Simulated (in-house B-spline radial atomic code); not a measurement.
**Os²¹⁺: excited configurations in jj coupling**

Wanted: excitation energies of Os²¹⁺ as differences of total energies (ΔSCF).

Program: in-house B-spline radial atomic code version 1. Level of theory: Dirac-Hartree-Fock, average of configuration, Fermi nucleus, basis-set limit. These are calculated values, not measurements, unless marked.

### 1 The atom as given

- element: osmium (Z = 76)
- charge: +21
- electrons: 55
- configuration: 1s2 2s2 2p6 3s2 3p6 3d10 4s2 4p6 4d10 4f-6 4f+3
- Hamiltonian: Dirac-Coulomb
- nucleus: Fermi, rms radius 5.413 fm

In configurations, a minus sign after the shell means j = l − 1/2 and a plus sign j = l + 1/2; the count of electrons follows.

Settings, as recorded:

```ini
Z = 76
electrons = 55.0
configuration = 1s2 2s2 2p6 3s2 3p6 3d10 4s2 4p6 4d10 4f-6 4f+3
hamiltonian = dirac
method = hf
spin_polarised = False
nucleus = fermi
rms_radius = 5.4126
mass_number = 192
atomic_mass = 191.961478765
speed_of_light = 137.035999084
```

This reference run was done before. Its total energy is -17094.993760 hartree, and its levels are (the highest eight at most):

```
orbital  occupation  energy (eV)  <r> (bohr)
  3d5/2           6     -2572.15      0.1776
  4s1/2           2     -1228.91      0.4242
  4p1/2           2     -1120.97      0.4264
  4p3/2           4     -1030.99      0.4546
  4d3/2           4      -854.51      0.4583
  4d5/2           6      -828.11      0.4684
  4f5/2           6      -606.18      0.4675
  4f7/2           3      -599.29      0.4728
```

### 2 Configuration 1s2 2s2 2p6 3s2 3p6 3d10 4s2 4p6 4d10 4f+8 7p-1

Settings, as recorded:

```ini
Z = 76
electrons = 55.0
configuration = 1s2 2s2 2p6 3s2 3p6 3d10 4s2 4p6 4d10 4f+8 7p-1
hamiltonian = dirac
method = hf
spin_polarised = False
nucleus = fermi
rms_radius = 5.4126
mass_number = 192
atomic_mass = 191.961478765
speed_of_light = 137.035999084
```

### 3 Configuration 1s2 2s2 2p6 3s2 3p6 3d10 4s2 4p6 4d10 4f-1 4f+8

Changes to the settings of step 2:

```diff
@@ -2,3 +2,3 @@
 electrons = 55.0
-configuration = 1s2 2s2 2p6 3s2 3p6 3d10 4s2 4p6 4d10 4f+8 7p-1
+configuration = 1s2 2s2 2p6 3s2 3p6 3d10 4s2 4p6 4d10 4f-1 4f+8
 hamiltonian = dirac
```

### 4 1s2 2s2 2p6 3s2 3p6 3d10 4s2 4p6 4d10 4f-5 4f+4

Changes to the settings of step 3:

```diff
@@ -2,3 +2,3 @@
 electrons = 55.0
-configuration = 1s2 2s2 2p6 3s2 3p6 3d10 4s2 4p6 4d10 4f-1 4f+8
+configuration = 1s2 2s2 2p6 3s2 3p6 3d10 4s2 4p6 4d10 4f-5 4f+4
 hamiltonian = dirac
```

### 5 1s2 2s2 2p6 3s2 3p6 3d10 4s2 4p6 4d10 4f-2 4f+7

Changes to the settings of step 4:

```diff
@@ -2,3 +2,3 @@
 electrons = 55.0
-configuration = 1s2 2s2 2p6 3s2 3p6 3d10 4s2 4p6 4d10 4f-5 4f+4
+configuration = 1s2 2s2 2p6 3s2 3p6 3d10 4s2 4p6 4d10 4f-2 4f+7
 hamiltonian = dirac
```

Q: How far above the reference does each configuration lie (order and size, in eV)?

**Answer**, as computed:

| net move | configuration | energy above the reference (eV) | with Breit, QED, recoil (eV) | largest <r> (bohr) |
| --- | --- | --- | --- | --- |
| 4f5/2 → 4f7/2 | 1s2 2s2 2p6 3s2 3p6 3d10 4s2 4p6 4d10 4f-5 4f+4 | 5.968 | 5.777 | 0.472 |
| 5×4f5/2 → 5×4f7/2 | 1s2 2s2 2p6 3s2 3p6 3d10 4s2 4p6 4d10 4f-1 4f+8 | 14.629 | 14.054 | 0.471 |
| 4×4f5/2 → 4×4f7/2 | 1s2 2s2 2p6 3s2 3p6 3d10 4s2 4p6 4d10 4f-2 4f+7 | 14.747 | 14.210 | 0.472 |
| 6×4f5/2 → 5×4f7/2, 7p1/2 | 1s2 2s2 2p6 3s2 3p6 3d10 4s2 4p6 4d10 4f+8 7p-1 | 407.20 | 406.82 | 2.15 |

At the bottom stands 4f5/2 → 4f7/2 (5.968 eV), at the top 6×4f5/2 → 5×4f7/2, 7p1/2 (407.20 eV). These are averages over configurations, without correlation, not spectroscopic levels.
